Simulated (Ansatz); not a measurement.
Predict the output of the script below (the Ansatz DFT code, driven from Python).

`ch5geo_scan.py`
```python
"""Stretching a bond of CH5GeO, the rest held rigid."""

import ansatz as az
import numpy as np


def main() -> None:
    geometry = (
        az.Crystal.molecule()
        .atom("C", [-0.4259, 0.9716, -0.3177])
        .atom("O", [-0.7086, -0.0628, 0.5401])
        .atom("Ge", [0.4129, -1.3693, 0.0823])
        .atom("H", [-0.5954, 0.7387, -1.3902])
        .atom("H", [0.5607, 1.4065, -0.2308])
        .atom("H", [-1.1775, 1.851, -0.0734])
        .atom("H", [1.9148, -0.9444, 0.4783])
        .atom("H", [0.1112, -2.6485, 0.8555])
    )

    symbols = [site.symbol for site in geometry.cartesian_sites]
    start = np.array([site.position_ang for site in geometry.cartesian_sites])
    axis = (start[0] - start[1]) / np.linalg.norm(start[0] - start[1])
    moving = [0, 3, 4, 5]
    lengths, energies = [1.17, 1.26, 1.37, 1.51, 1.72, 2.06, 2.47, 3.02], []
    for length in lengths:
        xyz = start.copy()
        xyz[moving] += (length - np.linalg.norm(start[0] - start[1])) * axis
        point = az.Crystal.molecule()
        for symbol, place in zip(symbols, xyz):
            point = point.atom(symbol, place.tolist())
        calculation = (
            point.calculation()
            .basis(gaussian="def2-SVP")
            .functional("pbe0")
            .spin("collinear", total=1)
        )
        r = calculation.run(threads=1, pin="off").report
        energies.append(r["free_energy_ev"])
        print(f"r = {length:6.3f} A  E = {energies[-1]:.5f} eV  <S^2> = {abs(r['mean_field']['state']['spin_squared']):.3f}")

    print("energy above the lowest point (eV):", [round(e - min(energies), 3) for e in energies])


if __name__ == "__main__":
    main()
```

```console
$ python ch5geo_scan.py
r =  1.170 A  E = -59660.29647 eV  <S^2> = 0.752
r =  1.260 A  E = -59661.45114 eV  <S^2> = 0.752
r =  1.370 A  E = -59661.96968 eV  <S^2> = 0.752
r =  1.510 A  E = -59661.86089 eV  <S^2> = 0.752
r =  1.720 A  E = -59661.02795 eV  <S^2> = 0.752
r =  2.060 A  E = -59659.37699 eV  <S^2> = 0.754
r =  2.470 A  E = -59658.35778 eV  <S^2> = 1.131
r =  3.020 A  E = -59658.28760 eV  <S^2> = 1.108
energy above the lowest point (eV): [1.673, 0.519, 0.0, 0.109, 0.942, 2.593, 3.612, 3.682]
```

What to keep in mind:
- Total energies depend on the basis set; only differences at equal settings carry meaning.
- The rest of the molecule is held rigid at a force-field or estimated start geometry, and the basis set is modest; single-reference methods fail as a bond breaks.
- The run takes the species as open-shell (spin multiplicity 2), which needn't be its ground state.
- The expectation value of S² is noticeably off S(S+1) in at least one run, so that state is spin-contaminated.
- Finished in 63 s on 1 thread of Arm Neoverse V2, on a shared host, peak memory 0.3 GiB.
